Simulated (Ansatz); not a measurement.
Write a Python script for the Python package of Ansatz (0.2.0) that makes a rigid scan of one bond length of C₃H₆Si, SMILES [SiH3]C1=CC1. Settings (for the species named): PBE0, def2-SVP basis, multiplicity 1.

The script reads `c3h6si.xyz`:
```text
10

Si   -0.87110    0.88640   -0.83610
C     0.00170   -0.22180    0.00940
C     0.30720   -1.43220    0.31320
C     1.13110   -0.37170    0.97300
H    -1.90580    0.28050   -1.76810
H    -1.67690    1.83530    0.06900
H    -0.03560    1.80820   -1.68390
H     0.23750   -2.46260    0.19950
H     0.82280   -0.17330    2.05450
H     2.07220   -0.20000    0.67250
```

`scan.py`
```python
import warnings

import ansatz as az
import matplotlib.pyplot as plt
import numpy as np

warnings.simplefilter('ignore', az.DeckWarning)

geometry = az.Crystal.molecule_from_extxyz('c3h6si.xyz')

symbols = [site.symbol for site in geometry.cartesian_sites]
start = np.array([site.position_ang for site in geometry.cartesian_sites])
axis = (start[0] - start[1]) / np.linalg.norm(start[0] - start[1])
moving = [0, 4, 5, 6]
lengths, energies = [1.447, 1.513, 1.579, 1.645, 1.71, 1.776, 1.842, 1.941], []
for length in lengths:
    xyz = start.copy()
    xyz[moving] += (length - np.linalg.norm(start[0] - start[1])) * axis
    point = az.Crystal.molecule()
    for symbol, place in zip(symbols, xyz):
        point = point.atom(symbol, place.tolist())
    model = point.calculation().basis(gaussian='def2-SVP').functional('pbe0')
    rep = model.run(threads=1, backend='cpu').report
    energies.append(rep['free_energy_ev'])
    print(f'r = {length:6.3f} A  E = {energies[-1]:.5f} eV  <S^2> = {abs(rep["mean_field"]["state"]["spin_squared"]):.3f}')

fit = np.polynomial.Polynomial.fit(lengths, np.array(energies) - min(energies), 4).convert()
roots = [r.real for r in fit.deriv().roots() if abs(r.imag) < 1e-9 and fit.deriv(2)(r.real) > 0]
r_e = min(roots, key=lambda r: abs(r - lengths[int(np.argmin(energies))]))
print(f'minimum of the fit at {r_e:.4f} A, force constant {fit.deriv(2)(r_e):.2f} eV/A^2')
plt.figure(figsize=(4.5, 3))
plt.plot(lengths, np.array(energies) - min(energies), 'o-')
plt.xlabel('bond length (A)')
plt.ylabel('E - E(min) (eV)')
plt.tight_layout()
plt.savefig('scan.png', dpi=100)
```

`python scan.py` gives:
```text
r =  1.447 A  E = -11068.15298 eV  <S^2> = 0.000
r =  1.513 A  E = -11069.36531 eV  <S^2> = 0.000
r =  1.579 A  E = -11070.20296 eV  <S^2> = 0.000
r =  1.645 A  E = -11070.75464 eV  <S^2> = 0.000
r =  1.710 A  E = -11071.08547 eV  <S^2> = 0.000
r =  1.776 A  E = -11071.25833 eV  <S^2> = 0.000
r =  1.842 A  E = -11071.30793 eV  <S^2> = 0.000
r =  1.941 A  E = -11071.21842 eV  <S^2> = 0.000
minimum of the fit at 1.8432 A, force constant 20.84 eV/A^2
```

What to keep in mind:
- Total energies depend on the basis set; only differences at equal settings carry meaning.
- The rest of the molecule is held rigid at a force-field or estimated start geometry, and the basis set is modest; single-reference methods fail as a bond breaks.
- The orbitals are restricted, so S² is zero by construction.
- Toward dissociation an unrestricted state can lie under the restricted one, by tenths of an eV for polar bonds under a functional and by 1 to 2 eV or more for others.
- Finished in 18 s on 1 thread of Arm Neoverse V1 (shared host), peak memory 0.27 GiB.

(Lines on the test bed's own set-up are left out of the output.)
